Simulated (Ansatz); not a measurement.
# BClH2Te: small, medium and large basis sets

An exercise on one series of results from a longer session: the logs are not shown, and one member is left open.

The runs use Ansatz 0.2.0, Gaussian basis; one geometry, several basis sets.

Levels to be run: PBE0-D4/def2-SVP; ωB97M-V/def2-SVP; PBE0-D4/def2-QZVPP; ωB97M-V/def2-QZVPP; the functionals' def2-TZVPP values are taken from earlier runs.

## The relaxed structure

The geometry comes from an earlier relaxation with PBE0-D4 in a triple-zeta def2 set; it is a stationary point. Te takes the def2 core potential; no spin-orbit term is included.

SMILES `ClB[TeH]`, 5 atoms, charge 0, spin multiplicity 1.

Atoms are counted from 1 here; the program's logs count them from 0.

Bond lengths: Cl1–B2 1.738 Å, B2–Te3 2.120 Å, B2–H4 1.190 Å, Te3–H5 1.658 Å. Angles: Cl1–B2–Te3 124.0°, Cl1–B2–H4 119.1°, Te3–B2–H4 116.9°, B2–Te3–H5 95.1°.

Set-up of the first run:

in.yaml reads:

```yaml
crystal:
  periodic: [false, false, false]
  atoms:
    - {symbol: Cl, position_ang: [-1.200782, -0.584486, 1.285918]}
    - {symbol: B, position_ang: [-0.532694, -0.355188, -0.302353]}
    - {symbol: Te, position_ang: [1.291505, 0.655782, -0.685277]}
    - {symbol: H, position_ang: [-1.119113, -0.783801, -1.245302]}
    - {symbol: H, position_ang: [1.610884, 0.994094, 0.905613]}
basis:
  gaussian: {orbitals: def2-SVP}
hamiltonian: {xc: pbe0, dispersion: d4}
output: {orbitals: {seedname: orbitals}}
```

The run is started by

```
$ ansatz run in.yaml --threads 2 --pin off --events-out ev --progress --plain --max-ram 4352MiB
```

Steps of the session up to this table: PBE0-D4 in def2-SVP; ωB97M-V in def2-SVP; PBE0-D4 in def2-QZVPP; ωB97M-V in def2-QZVPP.

One of the session's tables, all rows but one given; the rest of the session is left out.

It belongs to the step «Functionals by basis». 

| functional | basis | HOMO (eV) | LUMO (eV) |
| --- | --- | --- | --- |
| PBE0-D4 | def2-SVP | -7.04 | -1.48 |
| PBE0-D4 | def2-TZVPP | ? | ? |
| PBE0-D4 | def2-QZVPP | -7.15 | -1.69 |
| ωB97M-V | def2-SVP | -9.01 | 0.53 |
| ωB97M-V | def2-TZVPP | -9.14 | 0.30 |
| ωB97M-V | def2-QZVPP | -9.16 | 0.24 |

Q: Estimate the row for PBE0-D4, def2-TZVPP from the others.

As computed: HOMO (eV): -7.13; LUMO (eV): -1.65. In the column «HOMO (eV)» it lies between PBE0-D4, def2-QZVPP (-7.15) and PBE0-D4, def2-SVP (-7.04).
